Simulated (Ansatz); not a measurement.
# Rhodium, diamond under r²SCAN: ground state and equation of state

Aim: take rhodium in the diamond structure, relax it, solve it on a dense k-mesh, then scale the cell to 7 volumes from 88 to 112 % of the relaxed one and try a fit of the equation of state. The start is ferromagnetic. The k-meshes are 10×10×10 for the relaxation; 16×16×16 for the dense run; 16×16×16 for the volumes.

This is Rh in the diamond structure; at room conditions it is fcc.

Method: DFT r2SCAN, plane waves (500 eV) with PAW, scalar-relativistic; PBE-made PAW files, in Ansatz 0.2.0.

## (1) The starting structure

It takes space group Fd-3m (No. 227, cubic). The conventional cell has a = 5.296 Å, b = 5.296 Å, c = 5.296 Å, α = 90.00°, β = 90.00°, γ = 90.00°. Rh (site symmetry -43m) is surrounded by 4 Rh at 2.29 Å.

As a file:

```cif
data_structure
_symmetry_space_group_name_H-M 'P 1'
_symmetry_Int_Tables_number 1
_cell_length_a 3.7446
_cell_length_b 3.7446
_cell_length_c 3.7446
_cell_angle_alpha 60.000
_cell_angle_beta 60.000
_cell_angle_gamma 60.000
_cell_volume 37.13
loop_
_atom_site_label
_atom_site_type_symbol
_atom_site_fract_x
_atom_site_fract_y
_atom_site_fract_z
_atom_site_occupancy
Rh1 Rh 0.12500 0.12500 0.12500 1
Rh2 Rh 0.87500 0.87500 0.87500 1
```

Starting moments (μB): +1 ×2.

## (2) Relaxing cell and atoms

File input.yaml:

```yaml
crystal:
  lattice:
    - [0.0, 2.647863974, 2.647863974]
    - [2.647863974, 0.0, 2.647863974]
    - [2.647863974, 2.647863974, 0.0]
  atoms:
    - { symbol: Rh, position: [0.125, 0.125, 0.125], spin: 1.0 }
    - { symbol: Rh, position: [0.875, 0.875, 0.875], spin: 1.0 }
hamiltonian:
  xc: r2scan
  pseudopotentials:
    kind: paw
    azcp:
      Rh: "pseudopotentials/Rh.paw.azcp"
basis:
  ecutwfc: 500
  fft_grid_basis: typed
kpoints:
  mp_grid: { grid: [10, 10, 10], shift: [0, 0, 0] }
magnetization:
  spin_polarized: true
scf:
  occupations: { method: fermi_dirac, width: 0.05 }
relax:
  max_steps: 60
  f_tol: 0.01
  cell: {}
```

After this run come: Single point on a dense mesh; The cell scaled to 88 % of its volume; The cell scaled to 92 % of its volume; The cell scaled to 96 % of its volume; The cell scaled to 100 % of its volume; The cell scaled to 104 % of its volume; The cell scaled to 108 % of its volume; The cell scaled to 112 % of its volume.

Before running it: what results should come out? Wanted: space group; conventional cell; volume; shortest distance; gap on the mesh; magnetic state; relative to fcc.

**Answer**, as computed:

| quantity | value |
| --- | --- |
| space group (spins left aside) | Fd-3m (No. 227) |
| conventional cell | a = 5.462 Å |
| volume | 20.372 Å³/atom |
| shortest distance | 2.365 Å |
| gap on the mesh | none (levels filled in part) |
| magnetic state | non-magnetic |
| relative to fcc | +1124 meV/atom |

In words: From the guessed start the volume grew by 9.7 % in 5 steps. Against the reference form of rhodium (fcc, computed apart with the same settings) it stands 1124 meV/atom higher, so it is far from stable. The starting moments do not survive. Levels at the Fermi energy are filled in part, as in a metal. Relaxation kept the symmetry; phonons were not checked.
